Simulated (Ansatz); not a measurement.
# SiSbH4F: small, medium and large basis sets

How large a basis does SiSbH4F need? Two functionals are run in growing sets.

Method: one geometry, several basis sets; program: Ansatz 0.2.0, Gaussian basis.

Levels to be run: PBE0-D4/def2-SVP; ωB97M-V/def2-SVP; PBE0-D4/def2-QZVPP; ωB97M-V/def2-QZVPP; the functionals' def2-TZVPP values are taken from earlier runs.

## (1) Structure used throughout

All runs share one geometry, relaxed beforehand with PBE0-D4 in a triple-zeta def2 set. Sb takes the def2 core potential; no spin-orbit term is included.

SMILES `F[SiH2][SbH2]`, 7 atoms, charge 0, spin multiplicity 1.

Atoms are counted from 1 here; the program's logs count them from 0.

Bond lengths: F1–Si2 1.606 Å, Si2–Sb3 2.571 Å, Si2–H4 1.484 Å, Si2–H5 1.486 Å, Sb3–H6 1.708 Å, Sb3–H7 1.711 Å. Angles: F1–Si2–Sb3 108.7°, F1–Si2–H4 107.4°, F1–Si2–H5 107.7°, Sb3–Si2–H4 113.7°, Sb3–Si2–H5 109.6°, H4–Si2–H5 109.6°, Si2–Sb3–H6 91.0°, Si2–Sb3–H7 88.0°, H6–Sb3–H7 91.3°.

## (2) PBE0-D4 in def2-SVP

File in.yaml:

```yaml
crystal:
  periodic: [false, false, false]
  atoms:
    - {symbol: F, position_ang: [-2.129371, 0.590333, -0.111032]}
    - {symbol: Si, position_ang: [-0.742803, -0.101110, -0.534879]}
    - {symbol: Sb, position_ang: [1.167510, 1.012189, 0.776323]}
    - {symbol: H, position_ang: [-0.875350, -1.556077, -0.273883]}
    - {symbol: H, position_ang: [-0.549593, 0.128203, -1.990255]}
    - {symbol: H, position_ang: [0.945271, -0.069417, 2.079236]}
    - {symbol: H, position_ang: [2.245635, -0.072120, 0.008792]}
basis:
  gaussian: {orbitals: def2-SVP}
hamiltonian: {xc: pbe0, dispersion: d4}
output: {orbitals: {seedname: orbitals}}
```

Started as:

```sh
$ ansatz run in.yaml --threads 2 --pin off --events-out ev --progress --plain --max-ram 4352MiB
```

Log:

```text
Functional definition: PBE0
  name "PBE0"
  cite "Adamo & Barone, J. Chem. Phys. 110, 6158 (1999) doi:10.1063/1.478522"
  cite "Perdew, Burke & Ernzerhof, Phys. Rev. Lett. 77, 3865 (1996) doi:10.1103/PhysRevLett.77.3865"
  parent pbe
  parameter a = 0.25
  parameter kappa = 0.804
  parameter beta = 0.06672455060314922
  exchange = (1 - a)*pbe_x(kappa = kappa, mu = beta*pi^2/3) + a*exact_x
  correlation = pbe_c(beta = beta)
833 factors; integrals over basis functions are off by at most 1.1e-3 eV
mean field evaluation 1: about -17186.5547 eV, gradient 2.7e1 eV
mean field evaluation 2: about -17185.2481 eV, gradient 4.1e1 eV
mean field evaluation 4: about -17187.7406 eV, gradient 6.1e-1 eV
mean field evaluation 8: about -17187.7776 eV, gradient 4.1e-2 eV
mean field -17187.77761932 eV, -631.6391772157 hartree, gradient 6.5e-5 eV, S^2 0.000000; 0 other end points of the search recorded, 0 dependent functions left out
reference -17187.77764456 eV, -631.6391781434 hartree; 25, 25 occupied and 53, 53 virtual orbitals, 833 factors
Total energy: -17187.90224068 eV, -631.6437569665 hartree
```

Run time: 1.2 s. Hardware: 2 threads of Arm Neoverse V1, shared host.

## (3) ωB97M-V in def2-SVP

in.yaml: that of step 2 with these lines changed.

```diff
@@ -12,3 +12,3 @@
   gaussian: {orbitals: def2-SVP}
-hamiltonian: {xc: pbe0, dispersion: d4}
+hamiltonian: {xc: {name: wB97M-V}}
 output: {orbitals: {seedname: orbitals}}
```

The command is unchanged.

Log, shortened:

```text
Functional definition: wB97M-V
  name "wB97M-V"
  cite "Mardirossian & Head-Gordon, J. Chem. Phys. 144, 214110 (2016) doi:10.1063/1.4952647"
  cite "Becke, J. Chem. Phys. 107, 8554 (1997) doi:10.1063/1.475007"
  cite "Vydrov & Van Voorhis, J. Chem. Phys. 133, 244103 (2010) doi:10.1063/1.3521275"
  # Of w^i u^j: cxij and so on, Table III.
[...]
  gx(w, u) = 1 - cx + cx01*u + cx10*w
  gss(w, u) = css00 + css04*u^4 + css10*w + css20*w^2 + css43*w^4*u^3
  gos(w, u) = cos00 + cos10*w + (cos20 + cos21*u)*w^2 + (cos60 + cos61*u)*w^6
[...]
      + integral(e_c_pw_mod_opposite_spin*gos(b97_w_opposite, b97_u_opposite)) + vv10(b, c)
833 factors; integrals over basis functions are off by at most 1.1e-3 eV
249 factors; integrals over basis functions are off by at most 6.6e-6 eV
[...]
mean field -17190.85513275 eV, -631.7522737485 hartree, gradient 8.0e-5 eV, S^2 0.000000; 0 other end points of the search recorded, 0 dependent functions left out
reference -17190.85517221 eV, -631.7522751986 hartree; 25, 25 occupied and 53, 53 virtual orbitals, 833 factors
Total energy: -17190.85517221 eV, -631.7522751986 hartree
```

Run time: 6 s. Hardware: 2 threads of Arm Neoverse V1, shared host.

## (4) PBE0-D4 in def2-QZVPP

in.yaml: that of step 3 with these lines changed.

```diff
@@ -11,4 +11,4 @@
 basis:
-  gaussian: {orbitals: def2-SVP}
-hamiltonian: {xc: {name: wB97M-V}}
+  gaussian: {orbitals: "def2-QZVPP.json"}
+hamiltonian: {xc: pbe0, dispersion: d4}
 output: {orbitals: {seedname: orbitals}}
```

Same command.

Log:

```text
Functional definition: PBE0
  name "PBE0"
  cite "Adamo & Barone, J. Chem. Phys. 110, 6158 (1999) doi:10.1063/1.478522"
  cite "Perdew, Burke & Ernzerhof, Phys. Rev. Lett. 77, 3865 (1996) doi:10.1103/PhysRevLett.77.3865"
  parent pbe
  parameter a = 0.25
  parameter kappa = 0.804
  parameter beta = 0.06672455060314922
  exchange = (1 - a)*pbe_x(kappa = kappa, mu = beta*pi^2/3) + a*exact_x
  correlation = pbe_c(beta = beta)
1270 factors; their error is unknown
mean field evaluation 1: about -17193.2925 eV, gradient 3.2e1 eV
mean field evaluation 2: about -17191.4461 eV, gradient 5.0e1 eV
mean field evaluation 4: about -17194.8663 eV, gradient 1.9e0 eV
mean field evaluation 8: about -17194.9231 eV, gradient 4.1e-2 eV
mean field evaluation 16: about -17194.9231 eV, gradient 1.7e-5 eV
mean field -17194.92312380 eV, -631.9017696621 hartree, gradient 1.7e-5 eV, S^2 0.000000; 0 other end points of the search recorded, 0 dependent functions left out
reference -17194.92316191 eV, -631.9017710625 hartree; 25, 25 occupied and 304, 304 virtual orbitals, 1270 factors
Total energy: -17195.04775803 eV, -631.9063498856 hartree
```

Run time: 7 s. Hardware: 2 threads of Arm Neoverse V1, shared host; peak memory 0.84 GiB.

## (5) ωB97M-V in def2-QZVPP

in.yaml: that of step 4 with these lines changed.

```diff
@@ -12,3 +12,3 @@
   gaussian: {orbitals: "def2-QZVPP.json"}
-hamiltonian: {xc: pbe0, dispersion: d4}
+hamiltonian: {xc: {name: wB97M-V}}
 output: {orbitals: {seedname: orbitals}}
```

Same command.

Log, shortened:

```text
Functional definition: wB97M-V
  name "wB97M-V"
  cite "Mardirossian & Head-Gordon, J. Chem. Phys. 144, 214110 (2016) doi:10.1063/1.4952647"
  cite "Becke, J. Chem. Phys. 107, 8554 (1997) doi:10.1063/1.475007"
  cite "Vydrov & Van Voorhis, J. Chem. Phys. 133, 244103 (2010) doi:10.1063/1.3521275"
  # Of w^i u^j: cxij and so on, Table III.
[...]
  gx(w, u) = 1 - cx + cx01*u + cx10*w
  gss(w, u) = css00 + css04*u^4 + css10*w + css20*w^2 + css43*w^4*u^3
  gos(w, u) = cos00 + cos10*w + (cos20 + cos21*u)*w^2 + (cos60 + cos61*u)*w^6
[...]
      + integral(e_c_pw_mod_opposite_spin*gos(b97_w_opposite, b97_u_opposite)) + vv10(b, c)
1250 factors; their error is unknown
278 factors; integrals over basis functions are off by at most 2.5e-5 eV
[...]
mean field -17198.11103436 eV, -632.0189232144 hartree, gradient 1.8e-5 eV, S^2 0.000000; 0 other end points of the search recorded, 0 dependent functions left out
reference -17198.11109605 eV, -632.0189254814 hartree; 25, 25 occupied and 304, 304 virtual orbitals, 1250 factors
Total energy: -17198.11109605 eV, -632.0189254814 hartree
```

Wall time 18 s (2 threads of Arm Neoverse V1, shared host); peak memory 1 GiB.

## (6) Functionals by basis

The def2-TZVPP values come from earlier runs at the same geometry.

```csv
functional,basis,functions,energy (eV),from the largest (eV),HOMO (eV),LUMO (eV)
PBE0-D4,def2-SVP,78,-17187.9022,7.146,-7.36,-0.46
PBE0-D4,def2-TZVPP,179,-17194.5652,0.483,-7.40,-0.68
PBE0-D4,def2-QZVPP,329,-17195.0478,0.000,-7.42,-0.75
ωB97M-V,def2-SVP,78,-17190.8552,7.256,-9.32,1.39
ωB97M-V,def2-TZVPP,179,-17197.6520,0.459,-9.39,0.99
ωB97M-V,def2-QZVPP,329,-17198.1111,0.000,-9.40,0.78
```

## (7) What came out

| quantity | value |
| --- | --- |
| PBE0-D4: double and triple zeta above quadruple | 7.15, 0.48 eV |
| ωB97M-V: double and triple zeta above quadruple | 7.26, 0.46 eV |

What this shows: For PBE0-D4 the step from double to triple zeta gains 6.66 eV and the next only 0.48 eV. Total energies overstate the basis error of differences, where much of it tends to cancel. The LUMO of ωB97M-V is positive and keeps falling with the basis (1.39 to 0.78 eV): an unbound level that the basis holds in place.

For PBE0-D4 the largest set took about 6 times as long as the smallest (7 s against 1.2 s).
